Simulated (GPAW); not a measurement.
# ZrTaC2 (R-3m) in GPAW: band structure with PBEsol

Aim: the band structure of ZrTaC2 with PBEsol.

Program: GPAW 26.7.0. These are calculated values, not measurements. Logs are shortened: lines on timing, memory, paths and dates and some standing lists are left out, and cuts for length are marked. The log counts tension as positive stress, the text compression.

## Step 1: Starting point

The structure is trigonal, space group R-3m (No. 166). Conventional cell: a = 3.233 Å, b = 3.233 Å, c = 15.919 Å, α = 90.00°, β = 90.00°, γ = 120.00°. Around Ta (site symmetry -3m) lie 6 C at 2.25 Å. Zr (site symmetry -3m) is surrounded by 6 C at 2.33 Å. Around C (site symmetry 3m) lie 3 Ta at 2.25 Å and 3 Zr at 2.33 Å.

The cell comes from a database or a generator and needn't be the stable form of this composition.

## Step 2: Band structure, PBEsol

Contents of run.py:

```python
from ase import Atoms
from ase.dft.bandgap import bandgap
from ase.io import write
from ase.units import GPa
from gpaw import GPAW, PW, setup_paths

setup_paths.insert(0, '.')

atoms = Atoms(['Ta', 'Zr', 'C', 'C'],
              cell=[[1.6162758821, 0.9331573156, 5.3064719008],
                    [-1.6162758821, 0.9331573156, 5.3064719008],
                    [0.0, -1.8663146312, 5.3064719008]],
              scaled_positions=[[0.5, 0.5, 0.5],
                                [0.0, 0.0, 0.0],
                                [0.24527677, 0.24527677, 0.24527677],
                                [0.75472323, 0.75472323, 0.75472323]],
              pbc=True)

calc = GPAW(mode=PW(800),
            xc='PBEsol',
            kpts={'size': (6, 6, 6), 'gamma': True},
            occupations={'name': 'fermi-dirac', 'width': 0.05},
            nbands=32,
            convergence={'density': 1e-05, 'energy': 1e-05},
            maxiter=150,
            txt='gpaw.txt')
atoms.calc = calc
energy = atoms.get_potential_energy()
forces = atoms.get_forces()
stress = atoms.get_stress()
calc.write('gs.gpw')
write('result.traj', atoms)
print(f'Energy: {energy:.6f} eV')
print('Forces (eV/A):')
print(forces.round(4))
print('Stress (GPa):', (stress / GPa).round(3))
print('Fermi level:', round(calc.get_fermi_level(), 4), 'eV')
print(f'Gap: {bandgap(calc)[0]:.4f} eV, direct: {bandgap(calc, direct=True)[0]:.4f} eV')

path = atoms.cell.bandpath('GLB1,BZGX,QFP1Z,LP', npoints=60, eps=1e-4)
bs_calc = calc.fixed_density(kpts=path, symmetry='off', nbands=46,
                             convergence={'bands': 'CBM+6.0', 'eigenstates': 1e-6}, txt='bands.txt')
bs = bs_calc.band_structure()
bs.write('bs.json')
print(f'Gap on the path: {bandgap(bs_calc)[0]:.4f} eV')
```

Potentials or basis: PAW data sets generated in the run's folder for this functional, pw.

Run with:

```console
$ gpaw-setup -f PBEsol C Ta Zr
$ OMP_NUM_THREADS=1 python run.py
```

gpaw.txt:

```text
__  _  _
 | _ |_)|_||  |
 |__||  | ||/\| - 26.7.0

Input parameters:
  mode=PW(ecut=800.0),
  convergence={'density': 1e-05, 'energy': 1e-05},
  kpts=MonkhorstPack(size=(6, 6, 6), gamma=True),
  maxiter=150,
  nbands=32,
  occupations=Occupations(name='fermi-dirac', width=0.05),
  xc=XC(name='PBEsol')

Diagonalizing LCAO Hamiltonian
Converting LCAO to pw mode

       C

       Ta

       C

       Zr

Atoms  # Å, Bohr magnetons
|   | symbol |         x |         y |         z |    initial magnetic moments |
|---|--------|-----------|-----------|-----------|-----------------------------|
| 0 |     Ta |  0.000000 |  0.000000 |  7.959708 | ( 0.0000,  0.0000,  0.0000) |
| 1 |     Zr |  0.000000 |  0.000000 |  0.000000 | ( 0.0000,  0.0000,  0.0000) |
| 2 |      C |  0.000000 |  0.000000 |  3.904663 | ( 0.0000,  0.0000,  0.0000) |
| 3 |      C | -0.000000 | -0.000000 | 12.014753 | ( 0.0000,  0.0000,  0.0000) |

Unit cell  # Å
| periodic |         x |         y |        z |  lengths |    angles |
|----------|-----------|-----------|----------|----------|-----------|
|      yes |  1.616276 |  0.933157 | 5.306472 | 5.625102 | 33.396674 |
|      yes | -1.616276 |  0.933157 | 5.306472 | 5.625102 | 33.396674 |
|      yes |  0.000000 | -1.866315 | 5.306472 | 5.625102 | 33.396674 |

Number of symmetries: 12
Symmetry operations  # r_c * U_cc + t_c -> r_c
|    | kind |            matrix            |
|----|------|------------------------------|
|  0 |  E   |  1, 0, 0,  0, 1, 0,  0, 0, 1 |
|  1 |  σ   |  1, 0, 0,  0, 0, 1,  0, 1, 0 |
|  2 |  σ   |  0, 1, 0,  1, 0, 0,  0, 0, 1 |
|  3 |  C3  |  0, 1, 0,  0, 0, 1,  1, 0, 0 |
|  4 |  C3  |  0, 0, 1,  1, 0, 0,  0, 1, 0 |
|  5 |  σ   |  0, 0, 1,  0, 1, 0,  1, 0, 0 |
|  6 |  C2  |  0, 0,-1,  0,-1, 0, -1, 0, 0 |
|  7 |  S6  |  0, 0,-1, -1, 0, 0,  0,-1, 0 |
|  8 |  S6  |  0,-1, 0,  0, 0,-1, -1, 0, 0 |
|  9 |  C2  |  0,-1, 0, -1, 0, 0,  0, 0,-1 |
| 10 |  C2  | -1, 0, 0,  0, 0,-1,  0,-1, 0 |
| 11 |  i   | -1, 0, 0,  0,-1, 0,  0, 0,-1 |

BZ-sampling:
  Number of BZ points: 216
  Number of IBZ points: 32

  Monkhorst-Pack size: [6, 6, 6]
  Monkhorst-Pack shift: [0.08333333333333333, 0.08333333333333333, 0.08333333333333333]

K-points  # in reciprocal-cell coordinates
|     |                                coordinates |     weight |
|-----|--------------------------------------------|------------|
|   0 | (  0.00000000,   0.00000000,   0.00000000) | 0.00462963 |
|   1 | (  0.16666667,   0.00000000,  -0.16666667) | 0.02777778 |
|   2 | (  0.16666667,   0.00000000,   0.00000000) | 0.02777778 |
|   3 | (  0.16666667,   0.16666667,  -0.16666667) | 0.02777778 |
|   4 | (  0.16666667,   0.16666667,   0.00000000) | 0.02777778 |
|   5 | (  0.16666667,   0.16666667,   0.16666667) | 0.00925926 |
|   6 | (  0.33333333,  -0.16666667,  -0.16666667) | 0.02777778 |
|   7 | (  0.33333333,   0.00000000,  -0.33333333) | 0.02777778 |
|   8 | (  0.33333333,   0.00000000,  -0.16666667) | 0.05555556 |
|   9 | (  0.33333333,   0.00000000,   0.00000000) | 0.02777778 |
| ... |                                            |            |
|  31 | (  0.50000000,   0.50000000,   0.50000000) | 0.00462963 |

Plane wave coefficients: 2490
Cutoff: 800.0 eV

Spin-components: 1 (collinear spins)
Bands:           32
Projectors:      22
Spin-degeneracy: 2
Datatype:        complex128

Parallelization:
  kpt:    1
  domain: 1
  band:   1

Density:
  Valence electrons: 33.0
  Components: 1
  Grid points: [40 40 40]
  Charge: 0.0  # |e|

Potential:
  Grid points: [40 40 40]

species:
  Ta:
    name:    Tantalum
    Z:       73.0
    valence: 13
    core:    60
    charge:  0.0  # [|e|]
    compensation charges:
      type: gauss
      rc: 0.42  # [Å]
      lmax: 2
    cutoffs:
      filter: 2.36  # [Å]
      core: 3.45  # [Å]
    projectors
    | kind |    occ | energy [eV] | rcut [Å] |
    |------|--------|-------------|----------|
    |   5s |  2.000 |     -72.818 |    1.365 |
    |   6s |  2.000 |      -5.457 |    1.365 |
    |   5p |  6.000 |     -39.444 |    1.349 |
    |   6p |  0.000 |      -1.369 |    1.349 |
    |   5d |  3.000 |      -3.632 |    1.307 |
    |    d |        |      23.579 |    1.307 |

    Using partial waves for Ta as LCAO basis

  Zr:
    name:    Zirconium
    Z:       40.0
    valence: 12
    core:    28
    charge:  0.0  # [|e|]
    compensation charges:
      type: gauss
      rc: 0.40  # [Å]
      lmax: 2
    cutoffs:
      filter: 2.39  # [Å]
      core: 1.59  # [Å]
    projectors
    | kind |    occ | energy [eV] | rcut [Å] |
    |------|--------|-------------|----------|
    |   4s |  2.000 |     -54.429 |    1.323 |
    |   5s |  2.000 |      -4.463 |    1.323 |
    |   4p |  6.000 |     -32.434 |    1.334 |
    |   5p |  0.000 |      -1.454 |    1.334 |
    |   4d |  2.000 |      -3.613 |    1.244 |
    |    d |        |      23.598 |    1.244 |

    Using partial waves for Zr as LCAO basis

  C:
    name:    Carbon
    Z:       6.0
    valence: 4
    core:    2
    charge:  0.0  # [|e|]
    compensation charges:
      type: gauss
      rc: 0.20  # [Å]
      lmax: 2
    cutoffs:
      filter: 1.14  # [Å]
      core: 1.14  # [Å]
    projectors
    | kind |    occ | energy [eV] | rcut [Å] |
    |------|--------|-------------|----------|
    |   2s |  2.000 |     -13.648 |    0.635 |
    |   2p |  2.000 |      -5.232 |    0.635 |
    |    s |        |      13.563 |    0.635 |
    |    p |        |      21.979 |    0.635 |
    |    d |        |       0.000 |    0.635 |

    Using partial waves for C as LCAO basis

Reference energy: -523929.915120  # eV

eigensolver:
  PPCG
  Converge bands: occupied
  niter=2

density mixing:
  MSR1-Mixer
  Pratt-step length: 0.05
  Maximum mixing coefficient: 0.75
  Old densities: 10
  SVD Regularization: 0.005
  Good broyden scale: 1.0
  Trust region scale: 1.0
  Backstep threshold: 4.0
  History deletion threshold: 6.0
  Fourier metric: weight=20.0, sigma=0.015

occupation numbers:
  Fermi-Dirac:
    width: 0.0500  # eV

poisson solver:
  ecut: 6400.0  # eV

xc functional:
  name: PBEsol with 2 nearest neighbor stencil

convergence criteria:
[... 6 lines left out ...]
|iter     | |      energy | eigst |  dens |
|---------|-|-------------|-------|-------|
|iter:   1| |  -45.214839 | +0.10 |       |
|iter:   2| |  -43.992507 | -1.70 | -0.84 |
|iter:   3| |  -41.256690 | -0.96 | -0.90 |
|iter:   4| |  -41.257318 | -2.82 | -1.66 |
|iter:   5| |  -41.279984 | -2.88 | -1.88 |
|iter:   6| |  -41.265170 | -3.36 | -2.07 |
|iter:   7| |  -41.265078 | -4.93 | -3.12 |
|iter:   8| |  -41.265082c| -6.51 | -3.78 |
|iter:   9| |  -41.265082c| -7.82c| -4.24 |
|iter:  10| |  -41.265082c| -9.13c| -5.45c|

Converged in 10 steps
Energy contributions relative to reference atoms: (reference = -523929.915120)

Energy contributions:
  Kinetic:          23.854696
  Coulomb:         -28.020227
  Zero:              0.194241
  External:          0.000000
  Xc:              -37.288367
  Entropy:          -0.010850
  Spinorbit:         0.000000
  ----------------------------
  Free energy:     -41.270507
  Extrapolated:    -41.265082

dipole moment: (0.000000, -0.000000, -58.107399)  # |e|*Ang

Fermi level: 12.180
Eigenvalues  # (at kpt = [0.000, 0.000, 0.000])
| band index |      eig [eV] | occ [0-2] |
|------------|---------------|-----------|
|          0 |       -56.062 |     2.000 |
|        ... |               |           |
|          8 |        -0.989 |     2.000 |
|          9 |         2.911 |     2.000 |
|         10 |         5.237 |     2.000 |
|         11 |         7.838 |     2.000 |
|         12 |         7.838 |     2.000 |
|         13 |        11.916 |     1.990 |
[... 8 lines left out ...]
|         22 |        15.754 |     0.000 |
|         23 |        16.464 |     0.000 |
|        ... |               |           |
|         31 |        26.711 |     0.000 |

No gap
No difference between direct/indirect transitions

Forces  # eV/Ang
|        x |        y |        z |
|----------|----------|----------|
|  0.00000 |  0.00000 | -0.00000 |  # Ta   0
|  0.00000 |  0.00000 | -0.00000 |  # Zr   1
| -0.00000 | -0.00000 |  0.07574 |  # C    2
|  0.00000 |  0.00000 | -0.07574 |  # C    3

Stress tensor  # eV/Ang^3
|         x |        y |        z |
|-----------|----------|----------|
|  0.041341 | 0.000000 | 0.000000 |
| -0.000000 | 0.041341 | 0.000000 |
|  0.000000 | 0.000000 | 0.039148 |

# Writing to gs.gpw (mode='')
```

Wall time 4.4 min (1 thread of Arm Neoverse V2, shared host); peak memory 0.56 GiB.

What came out:

* Free energy: -41.2705 eV
* Pressure: -6.5 GPa
* Largest force: 0.076 eV/Å
* Band gap along the path: none (metal or under the smearing width)

Forces on the atoms (eV/Å):
```
Ta   0.000  0.000  0.000
Zr   0.000  0.000  0.000
C    0.000  0.000  0.076
C    0.000  0.000 -0.076
```

Levels at the corners of the path, in eV from the Fermi level:
```tsv
point	band 12	band 13	band 14	band 15	band 16	band 17	band 18	band 19	band 20	band 21
Γ	-4.34	-4.34	-0.26	-0.26	-0.26	0.18	0.19	0.19	1.68	1.68
L	-4.91	-3.79	-3.61	-3.27	-2.70	0.31	0.61	3.28	3.71	4.73
B1	-5.28	-4.14	-3.42	-3.26	-3.25	0.92	1.69	2.87	3.82	4.30
B	-5.28	-4.14	-3.42	-3.26	-3.25	0.92	1.69	2.87	3.82	4.30
Z	-3.64	-3.59	-3.59	-2.37	-2.37	0.82	0.82	1.73	1.82	1.94
Γ	-4.34	-4.34	-0.26	-0.26	-0.26	0.18	0.19	0.19	1.68	1.68
X	-5.18	-4.13	-3.42	-3.40	-3.18	0.97	2.26	2.38	3.67	4.36
Q	-5.18	-4.13	-3.42	-3.40	-3.18	0.97	2.26	2.38	3.67	4.36
F	-4.33	-4.28	-3.39	-3.16	-0.94	-0.89	2.99	3.33	3.68	3.98
P1	-4.24	-4.15	-3.67	-3.17	-1.21	-0.89	2.93	3.00	3.78	3.90
Z	-3.64	-3.59	-3.59	-2.37	-2.37	0.82	0.82	1.73	1.82	1.94
L	-4.91	-3.79	-3.61	-3.27	-2.70	0.31	0.61	3.28	3.71	4.73
P	-4.24	-4.15	-3.67	-3.17	-1.21	-0.89	2.93	3.00	3.78	3.90
```

Caveat: the k mesh is coarse (spacing up to 0.38 Å⁻¹), so the values aren't converged; spin-orbit coupling is left out, which moves the levels of the heavy elements; the program warned that so skewed a cell can give wrong results.

## Step 3: The reference run

An earlier run on the cell as given: functional PBEsol; potentials or basis PAW data sets generated in the run's folder for this functional; cutoff 800 eV; basis pw; k mesh 10 × 10 × 10; occupations fermi-dirac, width 0.05 eV; no spin polarisation.

* Pressure: -6.5 GPa
* Largest force: 0.068 eV/Å
* Band gap on the k mesh: none (metal or under the smearing width)
